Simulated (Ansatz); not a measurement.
# C₇H₆FeO₃: geometry

Wanted for C₇H₆FeO₃: geometry.

Computed with Ansatz 0.2.0 (the levels named in each step, unless a step's input says otherwise).

### Step 1. The structure to begin with

Bond lengths (14 of 17 bonds, heavy atoms first): C1–C2 1.379 Å, C2–C3 1.448 Å, C3–C4 1.343 Å, C5–O6 1.152 Å, C7–O8 1.151 Å, C9–O10 1.149 Å, C1–Fe11 2.259 Å, C2–Fe11 2.254 Å, C5–Fe11 1.755 Å, C7–Fe11 1.762 Å, C9–Fe11 1.768 Å, C1–H12 1.083 Å, C1–H13 1.084 Å, C2–H14 1.086 Å. Angles (14 of 31 angles, heavy atoms first): C1–C2–C3 123.2°, C1–C2–Fe11 72.4°, C3–C2–Fe11 89.0°, C2–C1–Fe11 72.0°, C2–C3–C4 123.1°, O6–C5–Fe11 177.7°, O8–C7–Fe11 171.5°, O10–C9–Fe11 171.6°, C1–Fe11–C2 35.6°, C1–Fe11–C5 112.1°, C1–Fe11–C7 90.4°, C1–Fe11–C9 99.7°, C2–Fe11–C5 145.0°, C2–Fe11–C7 108.2°.

Coordinates:

```xyz
17

C    -1.3056   -0.4022    1.5097
C    -0.1093   -1.0260    1.7972
C     1.0544   -0.3200    2.2921
C     2.2983   -0.8229    2.2290
C    -0.6927    0.5857   -1.6228
O    -1.2761    0.9362   -2.5522
C    -0.0442    1.7680    0.1088
O    -0.2371    2.9028    0.1408
C     0.0661   -1.5051   -1.0349
O    -0.0793   -2.4296   -1.7018
Fe    0.1331    0.0382   -0.1747
H    -2.1734   -1.0033    1.2695
H    -1.5245    0.5690    1.9395
H    -0.0216   -2.1045    1.7051
H     0.8886    0.6616    2.7241
H     2.4835   -1.8131    1.8427
H     3.1533   -0.2731    2.5812
```

### Step 2. A rough first relaxation, PBE-D4/def2-SVP

The input, input.yaml:

```yaml
crystal:
  periodic: [false, false, false]
  atoms:
    - { symbol: C, position_ang: [-1.30564, -0.40218, 1.50973] }
    - { symbol: C, position_ang: [-0.10934, -1.02604, 1.79715] }
    - { symbol: C, position_ang: [1.0544, -0.32003, 2.2921] }
    - { symbol: C, position_ang: [2.29829, -0.82292, 2.22899] }
    - { symbol: C, position_ang: [-0.69273, 0.58566, -1.62277] }
    - { symbol: O, position_ang: [-1.27609, 0.93616, -2.55219] }
    - { symbol: C, position_ang: [-0.04424, 1.76805, 0.10877] }
    - { symbol: O, position_ang: [-0.23706, 2.90278, 0.14078] }
    - { symbol: C, position_ang: [0.06607, -1.5051, -1.03491] }
    - { symbol: O, position_ang: [-0.07933, -2.42962, -1.70182] }
    - { symbol: Fe, position_ang: [0.13314, 0.03824, -0.17466] }
    - { symbol: H, position_ang: [-2.17339, -1.00326, 1.26948] }
    - { symbol: H, position_ang: [-1.52454, 0.56905, 1.93951] }
    - { symbol: H, position_ang: [-0.02163, -2.10448, 1.70508] }
    - { symbol: H, position_ang: [0.88859, 0.6616, 2.72414] }
    - { symbol: H, position_ang: [2.48352, -1.81313, 1.84273] }
    - { symbol: H, position_ang: [3.15333, -0.27308, 2.5812] }
basis:
  gaussian: { orbitals: def2-SVP }
hamiltonian:
  xc: pbe
  dispersion: d4
relax:
  f_tol: 0.03
  max_steps: 200
```

The run is started by

```
$ ansatz run input.yaml --threads 8 --pin off --max-ram 22528MiB --backend cpu --events-out ev --progress --plain --runs-dir out
```

Further steps of the session: Relaxation, PBE0-D4/def2-TZVP.

Before running it: what results should come out? Wanted: C1–C2 at PBE0-D4/def2-TZVP; C1–Fe11 at PBE0-D4/def2-TZVP; C2–C3 at PBE0-D4/def2-TZVP.

As calculated:

| quantity | value |
| --- | --- |
| C1–C2 at PBE0-D4/def2-TZVP | 1.388 Å |
| C1–Fe11 at PBE0-D4/def2-TZVP | 2.181 Å |
| C2–C3 at PBE0-D4/def2-TZVP | 1.446 Å |

In words: The table above holds the result.
